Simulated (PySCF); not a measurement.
# Al₄⁺: structure of the doublet

Aim: relax Al₄⁺ as a doublet from a square start, check by its vibrations whether the end is a minimum, and collect its spectrum and constants.

The runs use PySCF 2.14.0; PBE0, basis Al def2-TZVP, no relativity, density fitting.

## Step 1: The system as given

4 atoms, charge 1, spin multiplicity 2.

Bond lengths: Al1–Al2 2.520 Å, Al1–Al4 2.520 Å, Al2–Al3 2.520 Å, Al3–Al4 2.520 Å. Angles: Al2–Al1–Al4 90.0°, Al1–Al2–Al3 90.0°, Al2–Al3–Al4 90.0°, Al1–Al4–Al3 90.0°.

Z-matrix (Å, degrees; charge 1 multiplicity 2):
```
Al
Al 1 2.5200
Al 2 2.5200 1 90.00
Al 1 2.5200 2 90.00 3 0.00
```

## Step 2: The SCF at the typed geometry

One driver script runs all steps and calls PySCF; scf.py shows how it sets up the SCF of each step. The optimiser is the driver's own. After this first run the driver tries any further starts and a stability analysis.

File scf.py:

```python
from pyscf import gto, scf, dft
mol = gto.M(atom='''
Al     1.260000     1.260000     0.000000
Al    -1.260000     1.260000     0.000000
Al    -1.260000    -1.260000     0.000000
Al     1.260000    -1.260000     0.000000''',
    basis={'Al': 'def2-TZVP'},
    charge=1, spin=1)
mf = dft.UKS(mol, xc='PBE0')
mf.grids.atom_grid = (50, 194)
aux = {'Al': 'def2-universal-JKFIT'}
mf = mf.density_fit(auxbasis=aux)
mf.conv_tol = 1e-08
mf.diis_space = 10
mf.max_cycle = 60
mf.init_guess = 'minao'
mf.verbose = 4
mf.kernel()
```

Run with:

```console
> OMP_NUM_THREADS=4 python axn.py task.json out
```

Further steps of the session: Square start, doublet: relaxation; Vibrations and properties at this point; Downhill along the imaginary mode; Releasing the symmetry; Frequencies.

Before running it: what results should come out? Wanted: minimum; geometry; wavenumbers; dipole moment; highest occupied, lowest empty level; polar-tensor charge of Al1; zero-point energy; ⟨S²⟩.

As calculated:

| quantity | value |
| --- | --- |
| minimum | broken-symmetry (Ms = 1/2), C2h |
| geometry | Al–Al 2.632 Å (×2), Al–Al 2.746 Å (×2), Al–Al 3.091 Å; Al–Al–Al 53.2° (×2), Al–Al–Al 56.7° (×2), Al–Al–Al 70.1° (×2), Al–Al–Al 109.9° (×2) |
| wavenumbers (cm⁻¹) | 50 (au), 127 (ag), 194 (bu), 234 (ag), 235 (bu), 271 (ag) |
| dipole moment (centre of mass) | 0.00 D |
| highest occupied, lowest empty level (either spin) | -9.69, -7.86 eV |
| polar-tensor charge of Al1 | +0.15 e |
| zero-point energy | 6.6 kJ/mol |
| entropy at 298.15 K | 347.8 J/(mol K) |
| ⟨S²⟩ | 1.640 |

In words: The square start (D4h) ends in a minimum of C2h symmetry, after a stop at a saddle point 6.3 kJ/mol higher, from which it was pushed off along an imaginary mode. The determinant is spin-contaminated (⟨S²⟩ = 1.64 against 0.75), so it is no pure spin state. The first SCF alone would have been 36 kJ/mol too high. Only this shape and spin were tried, so other structures or states may lie lower.
